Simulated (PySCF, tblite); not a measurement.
# C4H9BF3N: geometry, infrared bands and NMR shifts

Wanted: the infrared bands and NMR shifts of C4H9BF3N (`CB(C)NCC(F)(F)F`), by calculation.

Computed with tblite 0.8.0 and PySCF 2.14.0, with density-fitted response routines of our own, on a single molecule in the gas phase. Atoms count from 0, in the outputs and in this text.

**1. Starting geometry**

18 atoms, charge 0, multiplicity 1; geometry from: force field or distance geometry start.

Bonds of the start (Å): C0–B1 1.58, B1–C2 1.59, B1–N3 1.54, N3–C4 1.46, C4–C5 1.52, C5–F6 1.38, C5–F7 1.39, C5–F8 1.39, C0–H9 1.12, C0–H10 1.11, C0–H11 1.10, C2–H12 1.11, C2–H13 1.11, C2–H14 1.10, N3–H15 1.05, C4–H16 1.12, C4–H17 1.12.

**2. Geometry optimisation with GFN2-xTB**

Job settings and geometry (Å):

```
{"job": {"kind": "relax", "xc": "GFN2-xTB", "basis": "xTB"}, "charge": 0, "multiplicity": 1}
C     -1.331300     1.386100    -0.965400
B     -1.084500     0.164500     0.007200
C     -2.231000    -0.893400     0.296700
N      0.253500     0.026300     0.749000
C      1.350400    -0.226700    -0.177900
C      2.626800    -0.571500     0.570000
F      2.425600    -1.682800     1.361300
F      3.650000    -0.836900    -0.325900
F      3.020000     0.488700     1.372300
H     -2.383100     1.353800    -1.348500
H     -1.192000     2.338100    -0.415000
H     -0.638700     1.339900    -1.817800
H     -2.530000    -1.383700    -0.647700
H     -3.118300    -0.366100     0.712200
H     -1.895200    -1.648900     1.016900
H      0.426800     0.925100     1.264100
H      1.538000     0.680600    -0.808200
H      1.104200    -1.086900    -0.854600
```

Run with:

```sh
OMP_NUM_THREADS=1 python probes_run.py task.json out
```

This one command runs all jobs of the session in turn.

**Question.** This job is followed by: GFN2-xTB harmonic vibrations, gas phase; GIAO PBE0/pcSseg-1 NMR shielding, non-relativistic, gas phase. What will the session give for the following? strongest single infrared mode (GFN2-xTB); zero-point energy (GFN2-xTB); ¹³C shifts against TMS (PBE0/pcSseg-1, means over atoms taken as alike); ¹H shifts against TMS (PBE0/pcSseg-1, means over atoms taken as alike); ¹¹B shifts against BF3·OEt2 (PBE0/pcSseg-1); ¹⁵N shifts against NH3 (PBE0/pcSseg-1); ¹⁹F shifts against CFCl3 (PBE0/pcSseg-1, means over atoms taken as alike).

The runs gave:

```
                                                                 quantity                  value
                                strongest single infrared mode (GFN2-xTB)  1062 cm⁻¹, 267 km/mol
                                             zero-point energy (GFN2-xTB)          84.7 kcal/mol
  ¹³C shifts against TMS (PBE0/pcSseg-1, means over atoms taken as alike)   134.4, 51.2, 5.1 ppm
   ¹H shifts against TMS (PBE0/pcSseg-1, means over atoms taken as alike)   4.24, 3.65, 0.39 ppm
                              ¹¹B shifts against BF3·OEt2 (PBE0/pcSseg-1)               46.2 ppm
                                   ¹⁵N shifts against NH3 (PBE0/pcSseg-1)              115.0 ppm
¹⁹F shifts against CFCl3 (PBE0/pcSseg-1, means over atoms taken as alike)              -92.1 ppm
```

Over 164 steps the energy fell by 1.378 eV; of the close pairs, B1–N3 changed most, 1.536 to 1.395 Å. No mode is imaginary among the 48: a minimum at this level. The strongest single mode, at 1062 cm⁻¹, moves mainly C5. GFN2-xTB is a fitted tight-binding method: band positions and strengths are rough. Its intensities can rank the bands wrongly. At PBE0/pcSseg-1: The widest tensor belongs to F6, F7, F8: span 170 ppm, with a paramagnetic part of -210 ppm.
